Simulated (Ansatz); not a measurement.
# BClF2: the cost of one run

Program: Ansatz 0.2.0. Level of theory: RKS BLYP/def2-SVP. These are calculated values, not measurements.

## Step 1: The starting structure

Bond lengths: F1–B2 1.475 Å, B2–F3 1.470 Å, B2–Cl4 1.906 Å. Angles: F1–B2–F3 121.7°, F1–B2–Cl4 117.1°, F3–B2–Cl4 121.2°.

Structure file:

```xyz
4

F    -0.1548   -1.4086   -0.5905
B    -0.0885   -0.0324   -0.0630
F    -1.1382    0.9560   -0.3517
Cl    1.4370    0.4248    0.9849
```

## Step 2: Preparing the start

input.yaml

```yaml
crystal:
  periodic: [false, false, false]
  atoms:
    - { symbol: F, position_ang: [-0.1548, -1.4086, -0.5905] }
    - { symbol: B, position_ang: [-0.0885, -0.0324, -0.063] }
    - { symbol: F, position_ang: [-1.1382, 0.956, -0.3517] }
    - { symbol: Cl, position_ang: [1.437, 0.4248, 0.9849] }
basis:
  gaussian: { orbitals: def2-SVP }
hamiltonian:
  xc: blyp
relax:
  f_tol: 0.02
  max_steps: 40
```

On the command line:

```sh
> ansatz run input.yaml --threads 1 --pin off --max-ram 2048MiB --backend cpu --events-out ev --progress --plain --runs-dir out
```

Q: Estimate wall time and peak memory on 1 thread of AMD EPYC (Zen 3), shared host.

About 16 s, with a peak of 0.11 GiB.
